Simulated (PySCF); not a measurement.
# C₂H₉Ge₂NO: a tour of settings, part 2 of 2

PySCF 2.14.0. Atoms count from 0. The steps go on from the part before.

## 5. Spin-spin couplings: PBE0/pcSseg-1

What the job is given:

```
{"job": {"kind": "j", "xc": "PBE0", "basis": "pcSseg-1"}, "charge": 0, "multiplicity": 1}
C      1.921819    -0.754505    -0.221912
C      0.984809     0.416518    -0.183577
O      1.356409     1.574611    -0.337475
N     -0.323427     0.196212     0.029139
Ge    -1.118978    -1.430557     0.287854
Ge    -1.129251     1.899414     0.002953
H      1.621037    -1.436109    -1.017964
H      2.935186    -0.405812    -0.400442
H      1.878063    -1.289294     0.727320
H     -2.568424    -1.143758     0.478632
H     -0.524149    -2.083100     1.500507
H     -0.883867    -2.290855    -0.918086
H     -0.971041     2.496977    -1.350667
H     -2.578748     1.548379     0.246761
H     -0.603852     2.709869     1.135047
```

Method: PBE0/pcSseg-1 indirect spin-spin coupling, non-relativistic, gas phase.

Output:

```text
coarse grid: 57744 points
cycle   1  E = -4364.1963668102  dE = -5.490e-01  |g| = 1.433e+00  |ddm| = 3.714e+00
cycle   2  E = -4363.6392785152  dE =  5.571e-01  |g| = 2.134e+00  |ddm| = 2.437e+00
cycle   3  E = -4364.3316682479  dE = -6.924e-01  |g| = 6.155e-01  |ddm| = 2.131e+00
cycle   4  E = -4364.3983651332  dE = -6.670e-02  |g| = 1.299e-01  |ddm| = 4.555e-01
cycle   5  E = -4364.4000583237  dE = -1.693e-03  |g| = 7.475e-02  |ddm| = 1.304e-01
cycle   6  E = -4364.4012148337  dE = -1.157e-03  |g| = 1.120e-02  |ddm| = 6.157e-02
cycle   7  E = -4364.4012373711  dE = -2.254e-05  |g| = 2.416e-03  |ddm| = 1.116e-02
cycle   8  E = -4364.4012385234  dE = -1.152e-06  |g| = 7.546e-04  |ddm| = 2.300e-03
final grid: 119040 points
cycle   9  E = -4364.4012365050  dE =  4.648e-08  |g| = 1.142e-03  |ddm| = 2.774e-03
cycle  10  E = -4364.4012359041  dE =  6.009e-07  |g| = 2.097e-03  |ddm| = 2.535e-03
cycle  11  E = -4364.4012367642  dE = -8.601e-07  |g| = 3.050e-04  |ddm| = 1.659e-03
cycle  12  E = -4364.4012367841  dE = -1.991e-08  |g| = 1.396e-05  |ddm| = 2.309e-04
cycle  13  E = -4364.4012367841  dE = -3.183e-11  |g| = 8.380e-06  |ddm| = 1.584e-05
converged SCF energy = -4364.4012367841

Indirect spin-spin couplings (Hz)
  i      j    bonds     total        FC       PSO       DSO        SD
  0 C    1 C    1     61.127    62.282    -1.512     0.357         -
  0 C    2 O    2     -3.122    -4.205     1.072     0.011         -
  0 C    3 N    2     -6.803    -7.023     0.253    -0.044     0.010
  0 C    6 H    1    138.581   136.279     1.386     0.916         -
  0 C    7 H    1    148.076   146.187     1.078     0.811         -
  0 C    8 H    1    138.635   136.334     1.385     0.916         -
  0 C    9 H    4     -0.164     0.334     0.235    -0.733         -
  0 C   10 H    4      0.533     0.405    -0.076     0.205         -
  0 C   11 H    4      0.526     0.398    -0.076     0.204         -
  0 C   13 H    4     -0.417    -0.175     0.231    -0.473         -
  1 C    2 O    1      7.042    -6.712    13.929    -0.175         -
  1 C    3 N    1    -15.864   -19.400     3.812    -0.231    -0.044
  1 C    6 H    2     -4.898    -5.101    -0.149     0.353         -
  1 C    7 H    2     -5.802    -5.648    -0.384     0.230         -
  1 C    8 H    2     -4.861    -5.064    -0.149     0.351         -
  1 C    9 H    3      4.624     5.053     0.239    -0.667         -
  1 C   10 H    3     -0.169    -0.059    -0.110     0.000         -
  1 C   11 H    3     -0.170    -0.060    -0.110     0.000         -
  1 C   12 H    3      0.471     0.678    -0.142    -0.064         -
  1 C   13 H    3      1.616     2.185     0.221    -0.791         -
  1 C   14 H    3      0.470     0.677    -0.142    -0.065         -
  2 O    3 N    2      2.792     3.952    -1.976     0.018     0.798
  2 O    6 H    3     -2.050    -2.234     0.015     0.170         -
  2 O    7 H    3     -0.510    -0.861     0.423    -0.072         -
  2 O    8 H    3     -2.050    -2.237     0.016     0.171         -
  2 O   10 H    4     -0.554    -0.722    -0.008     0.176         -
  2 O   11 H    4     -0.553    -0.722    -0.008     0.176         -
  2 O   12 H    4     -2.827    -2.799     0.171    -0.198         -
  2 O   13 H    4     -4.106    -4.650    -0.025     0.570         -
  2 O   14 H    4     -2.820    -2.793     0.170    -0.198         -
  3 N    6 H    3     -0.008     0.075     0.061    -0.154     0.010
  3 N    7 H    3     -2.104    -2.045    -0.119     0.079    -0.019
  3 N    8 H    3     -0.007     0.076     0.061    -0.154     0.010
  3 N    9 H    2     -3.860    -3.948    -0.007     0.093     0.002
  3 N   10 H    2     -2.555    -2.701    -0.022     0.155     0.013
  3 N   11 H    2     -2.567    -2.712    -0.022     0.155     0.013
  3 N   12 H    2     -0.186    -0.303    -0.040     0.149     0.008
  3 N   13 H    2     -7.464    -7.522     0.047     0.006     0.004
  3 N   14 H    2     -0.183    -0.300    -0.040     0.149     0.008
  6 H    7 H    2    -13.611   -13.860     2.427    -2.178         -
  6 H    8 H    2    -15.694   -16.246     2.286    -1.734         -
  6 H    9 H    5     -1.807     0.331     0.794    -2.931         -
  6 H   10 H    5      0.397     0.337    -0.107     0.167         -
  6 H   11 H    5      1.164    -0.310    -1.492     2.966         -
  6 H   12 H    5      0.604     0.709     0.387    -0.492         -
  6 H   13 H    5     -0.666     0.132     0.690    -1.488         -
  6 H   14 H    5     -0.425     0.168     0.944    -1.538         -
  7 H    8 H    2    -13.600   -13.850     2.426    -2.177         -
  7 H    9 H    5     -0.548     0.678     1.097    -2.324         -
  7 H   10 H    5      0.342     0.252     0.736    -0.646         -
  7 H   11 H    5      0.339     0.250     0.738    -0.649         -
  7 H   12 H    5     -0.224    -0.082     0.650    -0.793         -
  7 H   14 H    5     -0.225    -0.082     0.649    -0.792         -
  8 H    9 H    5     -1.806     0.336     0.794    -2.936         -
  8 H   10 H    5      1.165    -0.313    -1.496     2.974         -
  8 H   11 H    5      0.404     0.342    -0.112     0.174         -
  8 H   12 H    5     -0.428     0.165     0.944    -1.537         -
  8 H   13 H    5     -0.664     0.134     0.691    -1.489         -
  8 H   14 H    5      0.603     0.709     0.388    -0.495         -
  9 H   10 H    2      3.628     7.319     1.239    -4.930         -
  9 H   11 H    2      3.605     7.296     1.238    -4.930         -
  9 H   12 H    4     -0.571     0.415     0.422    -1.408         -
  9 H   13 H    4      2.438    -0.091    -1.228     3.757         -
  9 H   14 H    4     -0.570     0.414     0.420    -1.403         -
 10 H   11 H    2      8.727    12.172     1.144    -4.589         -
 10 H   12 H    4     -1.124     0.614     0.922    -2.661         -
 10 H   13 H    4     -1.080    -0.027     0.456    -1.509         -
 10 H   14 H    4     -0.647    -0.062     0.345    -0.929         -
 11 H   12 H    4     -0.646    -0.060     0.346    -0.931         -
 11 H   13 H    4     -1.076    -0.026     0.454    -1.505         -
 11 H   14 H    4     -1.128     0.612     0.922    -2.662         -
 12 H   13 H    2      9.315    12.721     1.100    -4.507         -
 12 H   14 H    2      6.227    10.650     1.382    -5.805         -
 13 H   14 H    2      9.349    12.758     1.101    -4.511         -
```

Run time: 67 s. Hardware: 1 thread of Arm Neoverse V2, shared host; peak memory 0.94 GiB.

The basis is not made for couplings: without tight functions at the nuclei these values are rough.

A choice of the couplings up to four bonds, sorted by the number of bonds, with means over like pairs; isotopes 13C, 1H, 15N, 17O:

```tsv
pair	bonds	J (Hz)	Fermi contact (Hz)
C0–H6	1	141.8	139.6
C0–C1	1	61.1	62.3
C1–N3	1	-15.9	-19.4
C1–O2	1	7.0	-6.7
H6–H7	2	-14.3	-14.7
H9–H10	2	6.8	10.5
C0–N3	2	-6.8	-7.0
C1–H6	2	-5.2	-5.3
C0–O2	2	-3.1	-4.2
N3–H9	2	-2.8	-2.9
O2–N3	2	2.8	4.0
O2–H6	3	-1.5	-1.8
C1–H9	3	1.1	1.4
O2–H10	4	-1.8	-1.9
```

The spin-dipole term was solved for some atoms only; pairs without it lack that part.

The response was solved for the nuclei of C, H, N alone, so couplings that need other nuclei can be missing.

Quadrupole couplings from the field gradients of the same density:

```tsv
atom	isotope	eQq/h (MHz)	η
Ge5	73Ge	-77.7	0.33
Ge4	73Ge	-54.7	0.09
O2	17O	8.882	0.09
N3	14N	-2.798	0.28
```

Joined with the shifts from before (PBE0/pcSseg-1, unscaled), the couplings predict the line list below for 500 MHz.

1H NMR δ 4.55 (s, 6H), 2.29 (s, 3H).

## 6. Nuclear shieldings: revPBE/STO-3G

The job, as its differences from that of step 5:

```diff
@@ -1,2 +1,2 @@
-{"job": {"kind": "j", "xc": "PBE0", "basis": "pcSseg-1"}, "charge": 0, "multiplicity": 1}
+{"job": {"kind": "nmr", "xc": "revPBE", "basis": "STO-3G", "pop": false, "scf": {"damp": 0.2}}, "charge": 0, "multiplicity": 1}
 C      1.921819    -0.754505    -0.221912
```

Level: GIAO revPBE/STO-3G NMR shielding, non-relativistic, gas phase.

Output:

```text
damping 0.20 in the first 6 cycles
final grid: 119040 points
cycle   1  E = -4314.3288588822  dE = -3.623e+00  |g| = 9.288e-01  |ddm| = 4.821e+00
cycle   2  E = -4314.3275735930  dE =  1.285e-03  |g| = 1.015e+00  |ddm| = 2.836e+00
cycle   3  E = -4314.2721389479  dE =  5.543e-02  |g| = 1.067e+00  |ddm| = 2.726e+00
cycle   4  E = -4314.0059180642  dE =  2.662e-01  |g| = 1.499e+00  |ddm| = 3.147e+00
cycle   5  E = -4313.9823240976  dE =  2.359e-02  |g| = 1.313e+00  |ddm| = 3.595e+00
cycle   6  E = -4310.0367344120  dE =  3.946e+00  |g| = 3.407e+00  |ddm| = 6.786e+00
cycle   7  E = -4292.5310489380  dE =  1.751e+01  |g| = 9.142e+00  |ddm| = 1.153e+01
cycle   8  E = -4312.7867886666  dE = -2.026e+01  |g| = 1.923e+00  |ddm| = 9.051e+00
cycle   9  E = -4313.9639861498  dE = -1.177e+00  |g| = 1.706e+00  |ddm| = 4.417e+00
cycle  10  E = -4314.5769235115  dE = -6.129e-01  |g| = 4.628e-01  |ddm| = 2.147e+00
cycle  11  E = -4314.5985256377  dE = -2.160e-02  |g| = 3.788e-01  |ddm| = 1.077e+00
cycle  12  E = -4314.6272953025  dE = -2.877e-02  |g| = 2.238e-01  |ddm| = 7.462e-01
cycle  13  E = -4314.6393264300  dE = -1.203e-02  |g| = 8.399e-02  |ddm| = 2.299e-01
cycle  14  E = -4314.6417179286  dE = -2.391e-03  |g| = 1.575e-02  |ddm| = 1.383e-01
cycle  15  E = -4314.6417928749  dE = -7.495e-05  |g| = 2.661e-03  |ddm| = 2.310e-02
cycle  16  E = -4314.6417951775  dE = -2.303e-06  |g| = 5.765e-04  |ddm| = 4.466e-03
cycle  17  E = -4314.6417952798  dE = -1.023e-07  |g| = 1.315e-04  |ddm| = 9.945e-04
cycle  18  E = -4314.6417952865  dE = -6.638e-09  |g| = 1.914e-05  |ddm| = 2.535e-04
cycle  19  E = -4314.6417952866  dE = -1.774e-10  |g| = 3.488e-06  |ddm| = 4.288e-05
converged SCF energy = -4314.6417952866

GIAO shielding tensors (ppm)
atom      isotropic    diamagn.    paramagn.     s11        s22        s33       span
  0 C      210.227     247.081     -36.855    200.602    205.533    224.545     23.943
  1 C      121.335     258.180    -136.845     56.901    152.509    154.595     97.694
  2 O      -42.860     388.265    -431.124   -350.039    -85.918    307.378    657.417
  3 N      279.920     312.585     -32.666    204.394    240.957    394.407    190.013
  4 Ge    1922.901    2727.989    -805.088   1802.062   1817.154   2149.486    347.423
  5 Ge    1924.514    2727.464    -802.950   1779.032   1819.983   2174.527    395.494
  6 H       31.553      32.053      -0.500     25.985     31.462     37.213     11.228
  7 H       31.180      30.268       0.911     25.710     28.657     39.173     13.463
  8 H       31.551      32.059      -0.509     25.970     31.484     37.198     11.228
  9 H       30.578      32.838      -2.260     22.985     28.347     40.403     17.419
 10 H       30.738      32.824      -2.086     24.894     26.823     40.496     15.603
 11 H       30.738      32.825      -2.087     24.893     26.820     40.502     15.609
 12 H       31.051      32.161      -1.111     25.124     26.807     41.220     16.096
 13 H       30.949      32.773      -1.824     24.003     28.867     39.977     15.974
 14 H       31.052      32.161      -1.110     25.130     26.807     41.219     16.089
```

It took 13 s on 1 thread of Arm Neoverse V2, shared host; peak memory 0.47 GiB.

This run: δ C1 109.3, C0 20.4, O2 374.1, N3 9.3, H9 2.19, H6 1.61 ppm (means over like atoms).

## 7. Side by side: NMR shifts

Shifts (ppm), means over like atoms, with basis size and wall time:

```tsv
run	C1	C0	H9	H6	O2	N3	functions	time
PBE0/pcSseg-1	182.9	22.8	4.55	2.29	473.6	112.1	195	37 s
mPW1PW91/pcSseg-1	183.2	22.9	4.53	2.28	472.4	112.1	195	36 s
revPBE/STO-3G	109.3	20.4	2.19	1.61	374.1	9.3	65	13 s
```

## 8. Results

The summary covers parts 1 to 2.

| quantity | value |
| --- | --- |
| 13C shifts against TMS (PBE0/pcSseg-1) | 182.9, 22.8 ppm |
| 1H shifts against TMS (PBE0/pcSseg-1, means over atoms taken as alike) | 4.55, 2.29 ppm |
| 17O shifts against H2O (PBE0/pcSseg-1) | 473.6 ppm |
| 15N shifts against NH3 (PBE0/pcSseg-1) | 112.1 ppm |
| 73Ge shifts against GeMe4 (PBE0/pcSseg-1, means over atoms taken as alike) | -160 ppm |
| lowest singlet (PBE0/def2-SVPD) | 5.72 eV (217 nm), f = 0.000 |
| brightest single state of those computed | state 6, 7.08 eV, f = 0.117 |
| lowest triplet | 5.26 eV |
| largest coupling of the table (PBE0/pcSseg-1) | 1J(C,H) C0–H6, 141.8 Hz |
| range of the shift of N3 | 9.3 to 112.1 ppm |
| property runs in this session | 5, of which 0 failed and 1 gave unsound results |

What this shows: Single values in the summary come from the first run of each kind that ended normally (PBE0/pcSseg-1; PBE0/def2-SVPD; PBE0/pcSseg-1), which need not be the best level. The most deshielded carbon is C1 (amide carbonyl carbon), at 182.9 ppm: it is a carbonyl in resonance with an O or N lone pair, the region of acids, esters and amides. At PBE0/pcSseg-1: The largest span, 578 ppm, is at O2, where the paramagnetic term is -541 ppm. The first singlet state (HOMO→LUMO+2 0.93) lies at 5.72 eV and is dark; of the 6 states computed, the strongest absorption comes from state 6 at 7.08 eV (the last computed, so partners may be missing). The lowest triplet lies 0.46 eV below the lowest singlet (triplets in Tamm-Dancoff, singlets in full TDDFT). In the run at PBE0/pcSseg-1, the largest coupling of the table is C0–H6 (mean over like pairs), 141.8 Hz, of which the Fermi-contact term gives 139.6 Hz. Among the atoms with a shift in every run: In ppm, N3 moves most: its shift spreads over 102.9 ppm, from 9.3 (revPBE/STO-3G) to 112.1 (PBE0/pcSseg-1). A minimal basis is unusable for shieldings, so that end is no result. Spin-orbit coupling is left out, which matters for shieldings and couplings at and beside the heavy atoms. Couplings from bases without tight functions are rough.
